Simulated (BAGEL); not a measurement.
# B2F4 (diboron tetrafluoride): B3LYP/6-31G(d) (density fitting with qzvpp-jkfit, spherical functions)

Aim: the energy change on altering one bond length of B2F4 (diboron tetrafluoride) at B3LYP/6-31G* (density fitting with qzvpp-jkfit, spherical functions), from 2 runs. 

The results are computed with BAGEL 1.2.2.

1 further run of the same task is left out (set aside as unsound or not needed).

**1. The structure to begin with**

The species is B2F4 (6 atoms), meant as a singlet with charge 0. SMILES: `FB(F)B(F)F`. Geometry: relaxed at GFN2-xTB.

Bond lengths: F1–B2 1.316 Å, B2–F3 1.316 Å, B2–B4 1.718 Å, B4–F5 1.316 Å, B4–F6 1.316 Å. Angles: F1–B2–F3 112.3°, F1–B2–B4 123.8°, F3–B2–B4 123.8°, B2–B4–F5 123.8°, B2–B4–F6 123.8°, F5–B4–F6 112.3°.

**2. A single-point energy at B3LYP/6-31G(d) (density fitting with qzvpp-jkfit, spherical functions)**

job.json

```json
{ "bagel" : [

{
  "title" : "molecule",
  "basis" : "6-31gs.json",
  "df_basis" : "qzvpp-jkfit",
  "angstrom" : "true",
  "geometry" : [
    { "atom" : "F", "xyz" : [       0.772690,      -0.727760,       1.613350 ] },
    { "atom" : "B", "xyz" : [       0.286610,      -0.709500,       0.390460 ] },
    { "atom" : "F", "xyz" : [       0.292020,      -1.901020,      -0.167640 ] },
    { "atom" : "B", "xyz" : [      -0.286590,       0.709540,      -0.390440 ] },
    { "atom" : "F", "xyz" : [      -0.775350,       0.727110,      -1.612260 ] },
    { "atom" : "F", "xyz" : [      -0.289380,       1.901640,       0.166510 ] }
  ]
},

{
  "title" : "ks",
  "xc_func" : "b3lyp"
},

{
  "title" : "print",
  "file" : "orbitals.molden",
  "orbitals" : "true"
}

]}
```

The basis set 6-31G* is read from a file made from the Basis Set Exchange's data (not shown).

Run with:

```sh
$ BAGEL_NUM_THREADS=1 BAGEL job.json > job.out
```

Standard output:

```text
* using 1 threads per process

  ===============================================================
  ===============================================================

  *** Geometry ***

  { "atom" : "F", "xyz" : [      1.460172,     -1.375267,      3.048790 ] },
  { "atom" : "B", "xyz" : [      0.541614,     -1.340761,      0.737862 ] },
  { "atom" : "F", "xyz" : [      0.551838,     -3.592407,     -0.316794 ] },
  { "atom" : "B", "xyz" : [     -0.541577,      1.340836,     -0.737825 ] },
  { "atom" : "F", "xyz" : [     -1.465199,      1.374039,     -3.046730 ] },
  { "atom" : "F", "xyz" : [     -0.546849,      3.593579,      0.314658 ] },

  Number of auxiliary basis functions:      458

  Since a DF basis is specified, we compute 2- and 3-index integrals:
    o Being stored without compression. Storage requirement is 0.026 GB

  Number of basis functions:       84
  Number of electrons      :       46

    * METHOD: MOLECULE                             0.23

  *** Kohn-Sham DFT ***

    * Removing 11026 points whose weight is below 1.00e-10
    * Grid points: 78410

  === Nuclear Repulsion ===
   203.9186371614

       - DIIS with orbital gradients will be used.

  === KS iteration (b3lyp / 6-31gs.json) ===
      0       -421.55263795          0.13691002           0.30
      1       -401.23384552          0.21619169           0.32
      2       -428.68303052          0.14242217           0.28
      3       -448.96858747          0.02202416           0.27
      4       -449.22449974          0.01099689           0.27
      5       -449.27173776          0.00580094           0.27
      6       -449.28345213          0.00226328           0.28
      7       -449.28511291          0.00087943           0.27
      8       -449.28541652          0.00012088           0.27
      9       -449.28542201          0.00004057           0.28
     10       -449.28542260          0.00001759           0.27
     11       -449.28542273          0.00000256           0.27
     12       -449.28542274          0.00000088           0.28
     13       -449.28542274          0.00000025           0.27
     14       -449.28542274          0.00000015           0.28
     15       -449.28542274          0.00000006           0.27
     16       -449.28542274          0.00000002           0.27
     17       -449.28542274          0.00000001           0.27
    * SCF iteration converged.

    * Permanent dipole moment:
           (   -0.000007,    -0.000014,     0.000028) a.u.

    * METHOD: KS                                   5.39

    * METHOD: PRINT                                0.02

  ===============================================================
```

Wall time 6 s (1 thread of Arm Neoverse V1, shared host); peak memory 0.33 GiB.

**3. The distorted shape**

dft.json

```json
{ "bagel": [

{
  "title": "molecule",
  "basis": "6-31gs.json",
  "df_basis": "qzvpp-jkfit",
  "angstrom": true,
  "geometry": [
    { "atom": "F", "xyz": [    0.944652,   -1.153477,    1.847623 ] },
    { "atom": "B", "xyz": [    0.458572,   -1.135217,    0.624733 ] },
    { "atom": "F", "xyz": [    0.463982,   -2.326737,    0.066633 ] },
    { "atom": "B", "xyz": [   -0.286590,    0.709540,   -0.390440 ] },
    { "atom": "F", "xyz": [   -0.775350,    0.727110,   -1.612260 ] },
    { "atom": "F", "xyz": [   -0.289380,    1.901640,    0.166510 ] }
  ]
},
{ "title": "ks", "xc_func": "b3lyp" },
{ "title": "print", "file": "orbitals.molden", "orbitals": true }

]}
```

The basis set 6-31G* is read from a file made from the Basis Set Exchange's data (not shown).

Run with:

```sh
$ BAGEL_NUM_THREADS=1 BAGEL dft.json > dft.out
```

Standard output:

```text
* using 1 threads per process

  ===============================================================
  ===============================================================

  *** Geometry ***

  { "atom" : "F", "xyz" : [      1.785134,     -2.179756,      3.491501 ] },
  { "atom" : "B", "xyz" : [      0.866575,     -2.145249,      1.180574 ] },
  { "atom" : "F", "xyz" : [      0.876799,     -4.396896,      0.125918 ] },
  { "atom" : "B", "xyz" : [     -0.541577,      1.340836,     -0.737825 ] },
  { "atom" : "F", "xyz" : [     -1.465199,      1.374039,     -3.046730 ] },
  { "atom" : "F", "xyz" : [     -0.546849,      3.593579,      0.314658 ] },

  Number of auxiliary basis functions:      458

  Since a DF basis is specified, we compute 2- and 3-index integrals:
    o Being stored without compression. Storage requirement is 0.026 GB

  Number of basis functions:       84
  Number of electrons      :       46

    * METHOD: MOLECULE                             0.21

  *** Kohn-Sham DFT ***

    * Removing 10277 points whose weight is below 1.00e-10
    * Grid points: 79159

  === Nuclear Repulsion ===
   190.7785445232

       - DIIS with orbital gradients will be used.

  === KS iteration (b3lyp / 6-31gs.json) ===
      0       -421.67858901          0.13594380           0.29
      1       -399.80032262          0.22268810           0.27
      2       -428.82414664          0.14092722           0.27
      3       -448.68220810          0.02577878           0.27
      4       -449.11187152          0.01439314           0.28
      5       -449.21638721          0.00673314           0.28
      6       -449.23558043          0.00258575           0.28
      7       -449.23779791          0.00117596           0.28
      8       -449.23801339          0.00088080           0.28
      9       -449.23837106          0.00003416           0.28
     10       -449.23837160          0.00000310           0.28
     11       -449.23837161          0.00000109           0.27
     12       -449.23837161          0.00000100           0.28
     13       -449.23837161          0.00000011           0.28
     14       -449.23837161          0.00000007           0.28
     15       -449.23837161          0.00000001           0.28
     16       -449.23837161          0.00000001           0.29
    * SCF iteration converged.

    * Permanent dipole moment:
           (   -0.000001,    -0.000012,     0.000036) a.u.

    * METHOD: KS                                   5.13

    * METHOD: PRINT                                0.02

  ===============================================================
```

It took 5.7 s on 1 thread of Arm Neoverse V1, shared host; peak memory 0.34 GiB.

**4. Outcome**

Level: B3LYP/6-31G* (density fitting with qzvpp-jkfit, spherical functions).

| quantity | value |
| --- | --- |
| first shape: total energy | -449.28542 Eh |
| first shape: dipole moment | 0.00 D |
| first shape: HOMO energy | -9.64 eV |
| first shape: LUMO energy | -2.10 eV |
| first shape: HOMO–LUMO gap | 7.54 eV |
| distorted shape: total energy | -449.23837 Eh |
| distorted shape: dipole moment | 0.00 D |
| distorted shape: HOMO energy | -8.44 eV |
| distorted shape: LUMO energy | -1.29 eV |
| distorted shape: HOMO–LUMO gap | 7.15 eV |
| energy change with the B2–B4 bond stretched from 1.718 to 2.234 Å | 1.280 eV |

In words: With the B2–B4 bond stretched from 1.718 to 2.234 Å the energy rises by 1.28 eV (30 kcal/mol). The first shape isn't relaxed at this level, so the change isn't measured from a minimum.
